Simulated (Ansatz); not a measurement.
Predict the output of the script below (Ansatz 0.2.0 through its Python package).

`fh3sesi.py`
```python
# -*- coding: utf-8 -*-
import itertools

import ansatz as az
from ase.data import atomic_numbers, covalent_radii
import numpy as np

GEOMETRY = '''
F    -1.94040    0.52050   -0.40630
Si   -0.40570   -0.00730   -0.39090
Se    0.48650    0.41330    1.64020
H    -0.32200   -1.44210   -0.64740
H     0.38520    0.67140   -1.44660
H     1.83850   -0.21980    1.20480
'''


def main():
    fh3sesi = az.Crystal.molecule()
    for line in GEOMETRY.strip().splitlines():
        symbol, *xyz = line.split()
        fh3sesi = fh3sesi.atom(symbol, [float(v) for v in xyz])

    setup = (
        fh3sesi.calculation()
        .basis(gaussian='def2-SVP')
        .functional('B3LYP')
    )
    symbols = [site.symbol for site in fh3sesi.cartesian_sites]
    start = np.array([site.position_ang for site in fh3sesi.cartesian_sites], dtype=float)
    data = setup.relax(force_tolerance=0.01, max_steps=100).run(threads=1, pin='off').report
    end = np.array(data['positions_ang'])

    minimum = az.Crystal.molecule()
    for symbol, place in zip(symbols, end):
        minimum = minimum.atom(symbol, place.tolist())
    ion = (
        minimum.calculation()
        .basis(gaussian='def2-SVP')
        .functional('B3LYP')
        .charge(1)
        .spin('collinear', total=1)
    )
    vertical = ion.run(threads=1, pin='off').report
    settled = ion.relax(force_tolerance=0.01, max_steps=80).run(threads=1, pin='off').report
    print(f'vertical ionisation energy   {vertical["free_energy_ev"] - data["free_energy_ev"]:.3f} eV')
    print(f'adiabatic, no zero point     {settled["free_energy_ev"] - data["free_energy_ev"]:.3f} eV')
    print(f'relaxation energy of the ion {vertical["free_energy_ev"] - settled["free_energy_ev"]:.3f} eV')
    ionised = np.array(settled['positions_ang'])
    radius = [covalent_radii[atomic_numbers[s]] for s in symbols]
    span = lambda where, i, j: np.linalg.norm(where[i] - where[j])
    bonded = [(i, j) for i, j in itertools.combinations(range(len(symbols)), 2) if min(span(end, i, j), span(ionised, i, j)) < 1.2 * (radius[i] + radius[j])]
    print('pair        before    after (A)')
    for i, j in bonded:
        print(f'{symbols[i]}{i}-{symbols[j]}{j}'.ljust(10), f'{span(end, i, j):8.4f} {span(ionised, i, j):8.4f}')


if __name__ == '__main__':
    main()
```

`python fh3sesi.py` gives:
```text
vertical ionisation energy   9.852 eV
adiabatic, no zero point     9.448 eV
relaxation energy of the ion 0.404 eV
pair        before    after (A)
F0-Si1       1.6278   1.5996
Si1-Se2      2.2803   2.4631
Si1-H3       1.4836   1.4757
Si1-H4       1.4834   1.4757
Se2-H5       1.4767   1.4891
```

Caveats:
- The settings weren't tested for convergence.
- The energies are electronic: no zero-point or thermal terms, and the basis set is short of its limit. The product may relax into another structure. Each relaxation finds its nearest minimum, which needn't be the lowest.
- b3lyp holds the VWN-RPA fit, as in Gaussian; the form of ORCA and Turbomole is b3lyp5.
- Run time: 2.5 min on 1 thread of Arm Neoverse V2, on a shared host, peak memory 0.3 GiB.
